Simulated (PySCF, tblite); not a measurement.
**C7H12O: geometry, infrared bands and NMR shifts**

Wanted: the infrared bands and NMR shifts of C7H12O (`C[C@H]1C[C@@](C)(C=O)C1`), by calculation.

Programs: tblite 0.8.0 and PySCF 2.14.0, with density-fitted response routines of our own. Each step states its level of theory. These are calculated values for one molecule in the gas phase, unless marked as measured. Atoms are numbered from 0 throughout.

### Step 1. The molecule as given

20 atoms, charge 0, multiplicity 1; geometry from: force field or distance geometry start.

Bonds of the start (Å): C0–C1 1.52, C1–C2 1.50, C2–C3 1.50, C3–C4 1.49, C3–C5 1.49, C5–O6 1.23, C3–C7 1.52, C7–C1 1.52, C0–H8 1.11, C0–H9 1.10, C0–H10 1.08, C1–H11 1.09, C2–H12 1.08, C2–H13 1.13, C4–H14 1.11, C4–H15 1.11, C4–H16 1.10, C5–H17 1.09, C7–H18 1.11, C7–H19 1.10.

### Step 2. Relaxing the molecule with GFN2-xTB

Job settings and geometry (Å):

```
{"job": {"kind": "relax", "xc": "GFN2-xTB", "basis": "xTB"}, "charge": 0, "multiplicity": 1}
C      2.372700    -0.398000    -0.421100
C      1.229200     0.415100     0.168500
C      0.122500     0.693600    -0.809900
C     -0.882900     0.002800     0.062000
C     -1.828600     0.961300     0.704500
C     -1.602600    -1.164500    -0.518500
O     -1.313100    -1.447900    -1.680800
C      0.273800    -0.498600     0.916700
H      2.047400    -1.454300    -0.482000
H      2.496500    -0.063800    -1.466900
H      3.262000    -0.297400     0.191500
H      1.515900     1.308800     0.728300
H      0.271400     0.218400    -1.773000
H     -0.069800     1.796800    -0.946500
H     -1.925100     0.807700     1.804200
H     -2.833300     0.781700     0.264400
H     -1.475200     1.988400     0.512200
H     -2.329700    -1.721100     0.065100
H      0.466700    -1.568700     0.674200
H      0.197000    -0.349500     2.004100
```

On the command line:

```console
$ OMP_NUM_THREADS=1 python probes_run.py task.json out
```

The driver reads the jobs from task.json and runs them one after another.

**Question.** This job is followed by: GFN2-xTB harmonic vibrations, gas phase; GIAO PBE0/pcSseg-1 NMR shielding, non-relativistic, gas phase. What will the session give for the following? strongest single infrared mode (GFN2-xTB); zero-point energy (GFN2-xTB); ¹³C shifts against TMS (PBE0/pcSseg-1, means over atoms taken as alike); ¹H shifts against TMS (PBE0/pcSseg-1, means over atoms taken as alike); ¹⁷O shifts against H2O (PBE0/pcSseg-1).

As calculated:

| quantity | value |
| --- | --- |
| strongest single infrared mode (GFN2-xTB) | 1785 cm⁻¹, 291 km/mol |
| zero-point energy (GFN2-xTB) | 108.7 kcal/mol |
| ¹³C shifts against TMS (PBE0/pcSseg-1, means over atoms taken as alike) | 207.6, 41.5, 33.7, 24.5, 23.8, 21.2 ppm |
| ¹H shifts against TMS (PBE0/pcSseg-1, means over atoms taken as alike) | 9.71, 2.20, 2.00, 1.65, 1.32, 1.05 ppm |
| ¹⁷O shifts against H2O (PBE0/pcSseg-1) | 652.8 ppm |

**Reading.** The optimisation took 85 steps and gained 0.731 eV; among the close pairs (by a distance rule), C2–H13 changed most, from 1.128 to 1.087 Å. No mode is imaginary among the 54: a minimum at this level. The strongest single mode, at 1785 cm⁻¹, moves mainly C5 and O6. Unscaled tight-binding wavenumbers are off by several per cent, some by more. Its intensities can rank the bands wrongly. C5 (aldehyde carbonyl carbon) lies farthest downfield among carbon, at 207.6 ppm; low-lying n→π* states of the double bond to the heteroatom give a large paramagnetic term (-267 ppm). The most deshielded hydrogen is H17 (hydrogen on an aldehyde carbonyl carbon), at 9.71 ppm: the C=O anisotropy and electron withdrawal place aldehyde protons far downfield. At PBE0/pcSseg-1: The widest tensor belongs to O6: span 1266 ppm, with a paramagnetic part of -717 ppm.
